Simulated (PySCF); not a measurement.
# C₉H₂₁ClSi: NMR shifts at several levels of theory

Aim: compute the NMR shifts of C₉H₂₁ClSi (`CCCC[Si](C)(C)CCCCl`) at several levels, and see how far they spread and what each costs.

The runs use PySCF 2.14.0, with density-fitted response routines of our own; the level of theory stands in each step. All values are computed, except where a source is named. Atoms count from 0, in the outputs and in this text.

**1. The starting structure**

32 atoms, charge 0, multiplicity 1; geometry from: GFN2-xTB.

Bonds of the start (Å): C0–C1 1.52, C1–C2 1.53, C2–C3 1.53, C3–Si4 1.91, Si4–C5 1.91, Si4–C6 1.91, Si4–C7 1.92, C7–C8 1.52, C8–C9 1.52, C9–Cl10 1.79, C0–H11 1.09, C0–H12 1.09, C0–H13 1.09, C1–H14 1.09, C1–H15 1.09, C2–H16 1.09, C2–H17 1.09, C3–H18 1.09, C3–H19 1.09, C5–H20 1.09, C5–H21 1.09, C5–H22 1.09, C6–H23 1.09, C6–H24 1.09, C6–H25 1.09, C7–H26 1.09, C7–H27 1.09, C8–H28 1.09, C8–H29 1.09, C9–H30 1.09 and more.

**2. Geometry optimisation at PBE0-D3(BJ)/def2-SVP**

The job: settings as JSON, then the geometry in Å.

```
{"job": {"xc": "PBE0", "basis": "def2-SVP", "d3": "d3bj", "grid": 1, "kind": "geom"}, "charge": 0, "multiplicity": 1}
C     -4.829090     0.729020    -0.729040
C     -3.800080    -0.091000    -1.498220
C     -2.509360    -0.281270    -0.703520
C     -1.476410    -1.103400    -1.470680
Si     0.164250    -1.367240    -0.523110
C     -0.161510    -2.258470     1.132350
C      1.338850    -2.425890    -1.593050
C      0.978420     0.332340    -0.178090
C      2.336940     0.223510     0.506020
C      2.963600     1.582190     0.776890
Cl     1.997430     2.513270     1.955280
H     -5.088500     0.236770     0.205840
H     -5.737390     0.852060    -1.314850
H     -4.434440     1.715750    -0.495750
H     -3.571320     0.409860    -2.442130
H     -4.222750    -1.069740    -1.738740
H     -2.742350    -0.779890     0.239260
H     -2.091820     0.698640    -0.464540
H     -1.278860    -0.614720    -2.426420
H     -1.913000    -2.073960    -1.712110
H     -0.700340    -1.620260     1.825950
H      0.766410    -2.552590     1.613530
H     -0.751850    -3.158170     0.987430
H      0.871490    -3.361680    -1.882170
H      2.249090    -2.670990    -1.054830
H      1.625120    -1.910140    -2.504390
H      0.323880     0.931970     0.454910
H      1.099920     0.885630    -1.111020
H      3.027810    -0.334350    -0.129550
H      2.235050    -0.318160     1.447180
H      3.010420     2.183550    -0.131490
H      3.960330     1.485970     1.208370
```

The log of the run:

```text
step   0  E = -1104.16832344  max force = 0.016569
step   1  E = -1104.17249173  max force = 0.004979
step   2  E = -1104.17269924  max force = 0.001746
step   3  E = -1104.17276952  max force = 0.000576
step   4  E = -1104.17278328  max force = 0.000619
step   5  E = -1104.17279662  max force = 0.000455
step   6  E = -1104.17279348  max force = 0.000290
step   7  E = -1104.17279214  max force = 0.000203
step   8  E = -1104.17279098  max force = 0.000098
step   9  E = -1104.17279030  max force = 0.000073
optimisation converged
```

Wall time 12 min (8 threads of Arm Neoverse V1, shared host).

The steps of the relaxation:

```
step  energy from step 0 (eV)  largest force component (eV/Å)
   0                   0.0000                          0.8520
   1                  -0.1134                          0.2560
   2                  -0.1191                          0.0898
   3                  -0.1210                          0.0296
   4                  -0.1214                          0.0318
   5                  -0.1217                          0.0234
   6                  -0.1216                          0.0149
   7                  -0.1216                          0.0104
   8                  -0.1216                          0.0050
   9                  -0.1215                          0.0038
```

Distances of close pairs at the start and the end, largest changes first:

```
  bond  before (Å)  after (Å)  change (Å)
Si4–C6       1.909      1.884      -0.025
C3–Si4       1.913      1.889      -0.024
Si4–C7       1.916      1.892      -0.024
Si4–C5       1.908      1.885      -0.023
C6–H23       1.085      1.102      +0.017
C6–H25       1.086      1.102      +0.016
C6–H24       1.085      1.102      +0.016
C5–H22       1.086      1.102      +0.016
```

The next job starts from the end point, and lists it.

```
                         at the end point                value
  point group (found at 0.08 Å tolerance)                   C1
rotational constants (GHz, main isotopes)  0.810, 0.370, 0.283
                        dipole moment (D)                 1.88
```

**3. Nuclear shieldings: PBE0/pcSseg-1**

The job: settings as JSON, then the geometry in Å.

```
{"job": {"kind": "nmr", "xc": "PBE0", "basis": "pcSseg-1", "pop": false}, "charge": 0, "multiplicity": 1}
C     -4.812671     0.772696    -0.701456
C     -3.800354    -0.073459    -1.456243
C     -2.486682    -0.259719    -0.706223
C     -1.460313    -1.106318    -1.455392
Si     0.172813    -1.386371    -0.547961
C     -0.145802    -2.256595     1.093460
C      1.299140    -2.453251    -1.617484
C      0.992737     0.287861    -0.223161
C      2.326795     0.224710     0.510945
C      2.939171     1.576482     0.820594
Cl     1.909196     2.548436     1.921092
H     -5.063277     0.321746     0.272483
H     -5.750974     0.886782    -1.265492
H     -4.419589     1.782892    -0.502455
H     -3.590281     0.383134    -2.439900
H     -4.231623    -1.066510    -1.675489
H     -2.700116    -0.715102     0.278015
H     -2.059848     0.734663    -0.482189
H     -1.235548    -0.645937    -2.435314
H     -1.890398    -2.098091    -1.688849
H     -0.727717    -1.619205     1.777819
H      0.796366    -2.518299     1.600389
H     -0.710653    -3.190010     0.939604
H      0.819491    -3.415522    -1.857866
H      2.249662    -2.675249    -1.106687
H      1.536779    -1.950569    -2.568764
H      0.289786     0.904969     0.363302
H      1.117712     0.808438    -1.190574
H      3.069540    -0.330454    -0.090254
H      2.219967    -0.333182     1.456752
H      3.073336     2.175580    -0.091875
H      3.913295     1.474064     1.318485
```

Method: GIAO PBE0/pcSseg-1 NMR shielding, non-relativistic, gas phase.

The log of the run:

```text
coarse grid: 26048 points
cycle   1  E = -1104.3817554495  dE =  6.067e-01  |g| = 6.337e-01  |ddm| = 4.815e+00
cycle   2  E = -1104.3633527449  dE =  1.840e-02  |g| = 6.976e-01  |ddm| = 1.202e+00
cycle   3  E = -1104.4902277533  dE = -1.269e-01  |g| = 4.138e-02  |ddm| = 6.503e-01
cycle   4  E = -1104.4905195182  dE = -2.918e-04  |g| = 2.380e-02  |ddm| = 6.216e-02
cycle   5  E = -1104.4906510779  dE = -1.316e-04  |g| = 5.421e-03  |ddm| = 2.346e-02
cycle   6  E = -1104.4906581054  dE = -7.027e-06  |g| = 1.510e-03  |ddm| = 6.922e-03
final grid: 237360 points
cycle   7  E = -1104.5546196156  dE = -5.981e-05  |g| = 1.214e-02  |ddm| = 3.690e-02
cycle   8  E = -1104.5546041871  dE =  1.543e-05  |g| = 1.436e-02  |ddm| = 2.259e-02
cycle   9  E = -1104.5546575717  dE = -5.338e-05  |g| = 1.041e-03  |ddm| = 1.273e-02
cycle  10  E = -1104.5546577848  dE = -2.131e-07  |g| = 3.064e-04  |ddm| = 1.320e-03
cycle  11  E = -1104.5546578084  dE = -2.362e-08  |g| = 5.594e-05  |ddm| = 3.105e-04
cycle  12  E = -1104.5546578091  dE = -6.903e-10  |g| = 1.690e-05  |ddm| = 6.767e-05
converged SCF energy = -1104.5546578091

GIAO shielding tensors (ppm)
atom      isotropic    diamagn.    paramagn.     s11        s22        s33       span
  0 C      167.835     242.904     -75.069    155.874    161.510    186.121     30.248
  1 C      152.945     246.041     -93.096    137.655    148.979    172.202     34.547
  2 C      155.223     252.017     -96.794    140.690    151.510    173.469     32.779
  3 C      165.358     257.821     -92.463    154.707    160.140    181.228     26.521
  4 Si     349.958     884.085    -534.127    346.968    347.760    355.146      8.178
  5 C      189.444     256.706     -67.262    184.509    191.623    192.199      7.689
  6 C      187.210     255.545     -68.335    182.827    186.096    192.707      9.880
  7 C      172.550     259.410     -86.860    156.256    176.734    184.660     28.404
  8 C      155.122     248.056     -92.934    146.532    150.037    168.797     22.265
  9 C      129.876     245.150    -115.274     98.555    136.189    154.885     56.329
 10 Cl     877.368    1147.611    -270.243    701.784    846.729   1083.590    381.806
 11 H       30.382      27.595       2.787     26.190     28.903     36.053      9.863
 12 H       30.093      23.311       6.782     25.317     27.078     37.884     12.566
 13 H       30.359      28.665       1.695     26.004     29.144     35.930      9.926
 14 H       30.093      30.448      -0.355     25.198     30.500     34.581      9.383
 15 H       30.109      29.489       0.620     25.071     30.469     34.786      9.715
 16 H       30.267      36.173      -5.906     24.431     32.864     33.505      9.074
 17 H       30.218      37.176      -6.957     23.717     32.505     34.433     10.715
 18 H       30.888      35.704      -4.816     26.467     31.054     35.145      8.678
 19 H       30.921      34.323      -3.402     26.022     31.071     35.670      9.649
 20 H       31.148      34.710      -3.561     27.288     29.066     37.090      9.801
 21 H       31.203      32.413      -1.210     26.480     29.489     37.640     11.160
 22 H       31.387      31.412      -0.025     27.115     28.352     38.693     11.578
 23 H       31.283      30.119       1.164     26.723     28.733     38.392     11.669
 24 H       31.195      31.592      -0.397     26.316     29.652     37.616     11.300
 25 H       31.403      32.024      -0.622     27.333     28.654     38.222     10.889
 26 H       29.944      36.392      -6.448     22.941     32.984     33.909     10.968
 27 H       31.420      36.490      -5.070     26.554     31.177     36.529      9.975
 28 H       29.800      32.142      -2.342     23.116     31.030     35.254     12.138
 29 H       29.986      32.834      -2.848     24.002     31.850     34.106     10.104
 30 H       28.066      29.046      -0.980     22.385     27.745     34.068     11.683
 31 H       27.593      27.502       0.091     20.810     27.516     34.454     13.644
```

Wall time 3.1 min (8 threads of Arm Neoverse V1, shared host).

Shifts follow as δ = σ(reference) − σ, with reference shieldings (ppm) from runs at the same level and on the same kind of geometry: ¹H TMS 31.27, ¹³C TMS 184.4, ²⁹Si TMS 352.0, ³⁵Cl HCl 943. The references are single molecules in the gas phase. Atoms listed in one row are averaged.

```
                       atoms                               environment  σ (ppm)  δ (ppm)  δ scaled to CDCl3
                          C9                      sp3 CH2 bonded to Cl    129.9     54.5               52.4
                          C1                                   sp3 CH2    152.9     31.5               30.0
                          C8                                   sp3 CH2    155.1     29.3               27.9
                          C2                                   sp3 CH2    155.2     29.2               27.8
                          C3                      sp3 CH2 bonded to Si    165.4     19.0               18.0
                          C0                             methyl carbon    167.8     16.6               15.6
                          C7                      sp3 CH2 bonded to Si    172.6     11.9               11.0
                      C5, C6                methyl carbon bonded to Si    188.3     -3.9               -4.3
                    H30, H31       hydrogen on an sp3 CH2 bonded to Cl    27.83     3.44               3.47
                    H28, H29                    hydrogen on an sp3 CH2    29.89     1.37               1.52
                    H14, H15                    hydrogen on an sp3 CH2    30.10     1.17               1.32
                    H16, H17                    hydrogen on an sp3 CH2    30.24     1.02               1.19
               H11, H12, H13               hydrogen on a methyl carbon    30.28     0.99               1.15
                    H26, H27       hydrogen on an sp3 CH2 bonded to Si    30.68     0.58               0.77
                    H18, H19       hydrogen on an sp3 CH2 bonded to Si    30.90     0.36               0.56
H20, H21, H22, H23, H24, H25  hydrogen on a methyl carbon bonded to Si    31.27     0.00               0.21
                         Si4                     silicon bonded to 4 C    350.0      2.0                  –
                        Cl10                      chlorine bonded to C      877       66                  –
```

The scaled column applies a straight-line fit of computed shieldings to shifts measured in CDCl3, with any fitted terms for Cl, Br or S neighbours (root-mean-square error 0.21 ppm for H, 2.0 ppm for C).

**4. Nuclear shieldings: PBE/pcSseg-1**

The job, as its differences from that of step 3:

```diff
@@ -1,2 +1,2 @@
-{"job": {"kind": "nmr", "xc": "PBE0", "basis": "pcSseg-1", "pop": false}, "charge": 0, "multiplicity": 1}
+{"job": {"kind": "nmr", "xc": "PBE", "basis": "pcSseg-1", "pop": false}, "charge": 0, "multiplicity": 1}
 C     -4.812671     0.772696    -0.701456
```

Level: GIAO PBE/pcSseg-1 NMR shielding, non-relativistic, gas phase.

The log of the run:

```text
coarse grid: 26048 points
cycle   1  E = -1104.0936204447  dE =  3.747e-01  |g| = 9.376e-01  |ddm| = 4.934e+00
cycle   2  E = -1103.7693661931  dE =  3.243e-01  |g| = 1.425e+00  |ddm| = 2.324e+00
cycle   3  E = -1104.3313251312  dE = -5.620e-01  |g| = 9.276e-02  |ddm| = 1.549e+00
cycle   4  E = -1104.3331528277  dE = -1.828e-03  |g| = 4.444e-02  |ddm| = 1.687e-01
cycle   5  E = -1104.3336009948  dE = -4.482e-04  |g| = 1.273e-02  |ddm| = 5.374e-02
cycle   6  E = -1104.3336394396  dE = -3.844e-05  |g| = 3.865e-03  |ddm| = 1.474e-02
cycle   7  E = -1104.3336428509  dE = -3.411e-06  |g| = 1.099e-03  |ddm| = 4.568e-03
final grid: 237360 points
cycle   8  E = -1104.4210708331  dE = -4.892e-05  |g| = 2.034e-02  |ddm| = 5.273e-02
cycle   9  E = -1104.4208950713  dE =  1.758e-04  |g| = 3.275e-02  |ddm| = 4.686e-02
cycle  10  E = -1104.4211761771  dE = -2.811e-04  |g| = 2.707e-03  |ddm| = 3.083e-02
cycle  11  E = -1104.4211777722  dE = -1.595e-06  |g| = 7.614e-04  |ddm| = 3.706e-03
cycle  12  E = -1104.4211779182  dE = -1.460e-07  |g| = 1.217e-04  |ddm| = 7.451e-04
cycle  13  E = -1104.4211779218  dE = -3.628e-09  |g| = 3.500e-05  |ddm| = 1.670e-04
cycle  14  E = -1104.4211779221  dE = -2.615e-10  |g| = 1.205e-05  |ddm| = 3.996e-05
converged SCF energy = -1104.4211779221

GIAO shielding tensors (ppm)
atom      isotropic    diamagn.    paramagn.     s11        s22        s33       span
  0 C      163.090     242.904     -79.814    150.697    156.031    182.542     31.845
  1 C      146.377     246.168     -99.791    130.517    142.318    166.295     35.778
  2 C      148.594     251.859    -103.265    133.439    144.880    167.462     34.023
  3 C      158.835     256.875     -98.040    147.227    153.528    175.750     28.523
  4 Si     332.976     885.490    -552.513    330.037    330.939    337.953      7.916
  5 C      185.384     255.736     -70.352    179.904    187.933    188.316      8.412
  6 C      182.946     254.517     -71.570    177.894    181.709    189.236     11.342
  7 C      166.309     258.674     -92.365    148.853    170.757    179.316     30.463
  8 C      148.697     248.240     -99.543    140.262    143.331    162.499     22.238
  9 C      123.232     245.727    -122.495     90.579    130.047    149.069     58.490
 10 Cl     845.847    1147.820    -301.973    655.642    808.175   1073.725    418.083
 11 H       30.306      27.813       2.493     26.364     28.862     35.692      9.328
 12 H       29.997      22.936       7.062     25.428     27.142     37.422     11.993
 13 H       30.283      29.098       1.185     26.184     29.096     35.570      9.386
 14 H       29.950      30.409      -0.459     25.308     30.449     34.092      8.784
 15 H       29.966      29.140       0.826     25.189     30.423     34.284      9.095
 16 H       30.103      36.205      -6.101     24.568     32.535     33.208      8.640
 17 H       30.049      37.474      -7.425     23.862     32.241     34.044     10.182
 18 H       30.710      35.522      -4.811     26.559     31.019     34.552      7.993
 19 H       30.744      33.966      -3.223     26.128     31.042     35.060      8.932
 20 H       31.067      34.758      -3.692     27.359     29.086     36.754      9.395
 21 H       31.118      32.407      -1.289     26.574     29.558     37.222     10.648
 22 H       31.344      31.400      -0.056     27.312     28.415     38.305     10.993
 23 H       31.228      30.091       1.137     26.917     28.790     37.978     11.061
 24 H       31.103      31.539      -0.436     26.420     29.655     37.233     10.813
 25 H       31.342      31.988      -0.645     27.480     28.668     37.878     10.398
 26 H       29.712      36.528      -6.816     22.949     32.462     33.726     10.778
 27 H       31.297      36.474      -5.176     26.696     31.150     36.046      9.350
 28 H       29.609      31.999      -2.390     23.169     30.955     34.702     11.532
 29 H       29.856      33.021      -3.165     24.048     31.809     33.710      9.662
 30 H       27.914      29.295      -1.381     22.242     27.703     33.798     11.556
 31 H       27.397      27.292       0.105     20.700     27.525     33.965     13.266
```

Run time: 56 s. Hardware: 8 threads of Arm Neoverse V1, shared host.

Key values: δ C9 56.8, C1 33.7, C2 31.4, C8 31.3, H30 3.54, H28 1.46 ppm (means over like atoms).

**5. NMR shieldings: wB97X-D/pcSseg-1**

The job, as its differences from that of step 4:

```diff
@@ -1,2 +1,2 @@
-{"job": {"kind": "nmr", "xc": "PBE", "basis": "pcSseg-1", "pop": false}, "charge": 0, "multiplicity": 1}
+{"job": {"kind": "nmr", "xc": "wB97X-D", "basis": "pcSseg-1", "pop": false}, "charge": 0, "multiplicity": 1}
 C     -4.812671     0.772696    -0.701456
```

Method: GIAO wB97X-D/pcSseg-1 NMR shielding, non-relativistic, gas phase.

The log of the run:

```text
coarse grid: 26048 points
cycle   1  E = -1105.0093100232  dE =  1.007e+00  |g| = 4.670e-01  |ddm| = 4.750e+00
cycle   2  E = -1105.0424521503  dE = -3.314e-02  |g| = 3.598e-01  |ddm| = 7.605e-01
cycle   3  E = -1105.0730701052  dE = -3.062e-02  |g| = 4.028e-02  |ddm| = 3.114e-01
cycle   4  E = -1105.0734728619  dE = -4.028e-04  |g| = 2.128e-02  |ddm| = 6.267e-02
cycle   5  E = -1105.0735838749  dE = -1.110e-04  |g| = 3.106e-03  |ddm| = 2.067e-02
cycle   6  E = -1105.0735872654  dE = -3.390e-06  |g| = 9.401e-04  |ddm| = 6.307e-03
final grid: 237360 points
cycle   7  E = -1105.1536550103  dE = -3.777e-04  |g| = 8.865e-03  |ddm| = 5.918e-02
cycle   8  E = -1105.1536653794  dE = -1.037e-05  |g| = 7.267e-03  |ddm| = 1.680e-02
cycle   9  E = -1105.1536772649  dE = -1.189e-05  |g| = 6.969e-04  |ddm| = 6.166e-03
cycle  10  E = -1105.1536774095  dE = -1.446e-07  |g| = 4.123e-04  |ddm| = 1.507e-03
cycle  11  E = -1105.1536774560  dE = -4.643e-08  |g| = 6.961e-05  |ddm| = 5.041e-04
cycle  12  E = -1105.1536774577  dE = -1.778e-09  |g| = 2.037e-05  |ddm| = 1.548e-04
cycle  13  E = -1105.1536774579  dE = -1.419e-10  |g| = 6.914e-06  |ddm| = 4.149e-05
converged SCF energy = -1105.1536774579

GIAO shielding tensors (ppm)
atom      isotropic    diamagn.    paramagn.     s11        s22        s33       span
  0 C      167.902     242.587     -74.686    156.106    161.894    185.705     29.599
  1 C      153.898     246.023     -92.126    138.697    149.965    173.031     34.334
  2 C      156.073     251.953     -95.880    141.603    152.374    174.243     32.640
  3 C      166.374     258.460     -92.087    156.090    161.106    181.925     25.835
  4 Si     349.855     884.019    -534.164    346.472    347.442    355.651      9.179
  5 C      189.341     257.199     -67.858    184.696    191.242    192.086      7.391
  6 C      187.266     255.802     -68.537    183.270    186.193    192.333      9.062
  7 C      173.313     260.182     -86.869    157.689    177.351    184.899     27.209
  8 C      155.721     248.080     -92.359    147.002    150.614    169.548     22.546
  9 C      130.720     245.153    -114.433     99.880    136.938    155.341     55.461
 10 Cl     882.045    1147.926    -265.881    707.786    850.744   1087.604    379.817
 11 H       30.488      27.686       2.802     26.273     29.029     36.163      9.890
 12 H       30.226      23.202       7.023     25.459     27.201     38.016     12.557
 13 H       30.465      28.841       1.624     26.086     29.272     36.038      9.952
 14 H       30.239      30.598      -0.359     25.333     30.633     34.750      9.418
 15 H       30.253      29.491       0.762     25.200     30.598     34.959      9.759
 16 H       30.410      36.503      -6.092     24.561     33.007     33.663      9.103
 17 H       30.365      37.703      -7.338     23.849     32.640     34.606     10.758
 18 H       31.056      36.037      -4.982     26.629     31.201     35.336      8.707
 19 H       31.087      34.426      -3.339     26.179     31.220     35.862      9.683
 20 H       31.260      35.152      -3.893     27.442     29.195     37.143      9.701
 21 H       31.319      32.618      -1.299     26.633     29.597     37.726     11.093
 22 H       31.481      31.457       0.025     27.214     28.469     38.761     11.546
 23 H       31.388      30.092       1.296     26.834     28.849     38.481     11.647
 24 H       31.321      31.748      -0.427     26.476     29.787     37.699     11.223
 25 H       31.510      32.207      -0.697     27.458     28.788     38.284     10.826
 26 H       30.132      37.074      -6.942     23.155     33.193     34.048     10.893
 27 H       31.547      36.875      -5.328     26.687     31.324     36.629      9.942
 28 H       29.970      32.327      -2.357     23.310     31.171     35.429     12.120
 29 H       30.126      33.159      -3.033     24.174     31.970     34.234     10.060
 30 H       28.225      29.214      -0.988     22.600     27.891     34.185     11.585
 31 H       27.790      27.463       0.327     21.043     27.677     34.650     13.607
```

Wall time 2.9 min (8 threads of Arm Neoverse V1, shared host).

This run: δ C9 53.8, C1 30.6, C8 28.8, C2 28.5, H30 3.37, H28 1.33 ppm (means over like atoms).

(Part 1 of 2 ends here.)
